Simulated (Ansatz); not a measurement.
**C₂H₅NSi: basis-set convergence**

One table from this session's results is given with a row withheld; the runs are named, their logs left out.

The runs use Ansatz 0.2.0, Gaussian basis; one geometry, several basis sets.

Plan: PBE0-D4/def2-SVP; ωB97M-V/def2-SVP; PBE0-D4/def2-QZVPP; ωB97M-V/def2-QZVPP; the functionals' def2-TZVPP values are taken from earlier runs.

## The geometry

An earlier PBE0-D4 in a triple-zeta def2 set relaxation fixed the geometry.

SMILES `C=C1N[SiH2]1`, 9 atoms, charge 0, spin multiplicity 1.

Atoms are counted from 1 here; the program's logs count them from 0.

Bond lengths: C1–C2 1.326 Å, C1–H5 1.081 Å, C1–H6 1.086 Å, C2–N3 1.400 Å, C2–Si4 1.810 Å, N3–Si4 1.717 Å, N3–H7 1.008 Å, Si4–H8 1.481 Å, Si4–H9 1.479 Å. Angles: C2–C1–H5 120.3°, C2–C1–H6 121.7°, H5–C1–H6 118.0°, C1–C2–N3 136.8°, C1–C2–Si4 159.4°, N3–C2–Si4 63.2°, C2–N3–Si4 70.2°, C2–N3–H7 126.4°, Si4–N3–H7 145.8°, C2–Si4–N3 46.7°, C2–Si4–H8 119.9°, C2–Si4–H9 125.1°, N3–Si4–H8 120.3°, N3–Si4–H9 117.2°, H8–Si4–H9 112.0°.

Set-up of the first run:

Input file in.yaml:

```yaml
crystal:
  periodic: [false, false, false]
  atoms:
    - {symbol: C, position_ang: [-0.084600, 1.279952, -1.107331]}
    - {symbol: C, position_ang: [-0.061912, 0.329866, -0.182827]}
    - {symbol: N, position_ang: [0.782609, -0.054800, 0.864906]}
    - {symbol: Si, position_ang: [-0.474303, -1.209182, 0.675700]}
    - {symbol: H, position_ang: [-0.897321, 1.330073, -1.818695]}
    - {symbol: H, position_ang: [0.696402, 2.031524, -1.172005]}
    - {symbol: H, position_ang: [1.778404, 0.092151, 0.914667]}
    - {symbol: H, position_ang: [-0.200364, -2.512933, 0.027955]}
    - {symbol: H, position_ang: [-1.450314, -1.332952, 1.780431]}
basis:
  gaussian: {orbitals: def2-SVP}
hamiltonian: {xc: pbe0, dispersion: d4}
output: {orbitals: {seedname: orbitals}}
```

Command:

```console
$ ansatz run in.yaml --threads 2 --pin off --events-out ev --progress --plain --max-ram 4352MiB
```

Among the steps run: PBE0-D4 in def2-SVP; ωB97M-V in def2-SVP; PBE0-D4 in def2-QZVPP; ωB97M-V in def2-QZVPP.

One of the session's tables, all rows but one given; the rest of the session is left out.

It belongs to the step «Density functionals: the series». 

```
functional       basis  HOMO (eV)
   PBE0-D4    def2-SVP      -6.00
   PBE0-D4  def2-TZVPP      -6.12
   PBE0-D4  def2-QZVPP      -6.15
   ωB97M-V    def2-SVP      -8.17
   ωB97M-V  def2-TZVPP      -8.30
   ωB97M-V  def2-QZVPP          ?
```

Estimate the missing values for ωB97M-V, def2-QZVPP.

As computed: HOMO (eV): -8.32. In the column «HOMO (eV)» it is the lowest.
